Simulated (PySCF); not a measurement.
# F2La (La(F)2+): the cost of one run

The runs use PySCF 2.14.0; PBE0, La lcecp-1-SVP with ECP46, F def2-SVP; scalar-relativistic core potentials, no spin–orbit coupling.

1 further run of the same task is left out (for a known fault of the program).

**1. The system as given**

3 atoms, charge 1, spin multiplicity 1.

Bond lengths: La1–F2 2.184 Å, La1–F3 2.184 Å. Angles: F2–La1–F3 131.8°.

As a file:

```csv
atom,x (Å),y (Å),z (Å)
La1,0.0000,0.0000,0.0000
F2,1.9938,0.0000,0.8923
F3,-1.9938,0.0000,0.8923
```

Formal oxidation states: La +3. The 4f shell is empty and lies in the core potential.

**2. SCF at the start, singlet**

run.py (the lines that set the calculation)

```python
mol = gto.M(atom='''
La     0.00000     0.00000     0.00000
F      1.99380     0.00000     0.89230
F     -1.99380     0.00000     0.89230''',
    basis={'La': 'lcecp-1-SVP', 'F': 'def2-SVP'},
    ecp={'La': 'lcecp-1-SVP'},
    charge=1, spin=0)
mf = dft.RKS(mol, xc='PBE0')
mf.grids.atom_grid = (50, 194)  # f atoms: unpruned, at least (60, 302)
mf = mf.density_fit()  # fitting sets: La AutoAux, F def2-universal-JKFIT
mf.conv_tol = 1e-08; mf.max_cycle = 55
mf.kernel(dm0)  # dm0: free metal ions and neutral atoms
```

Launch:

```sh
$ OMP_NUM_THREADS=2 python run.py
```

What time and memory should one allow on 2 threads of Arm Neoverse V2, shared host?

About 2.1 s, with a peak of 0.31 GiB.
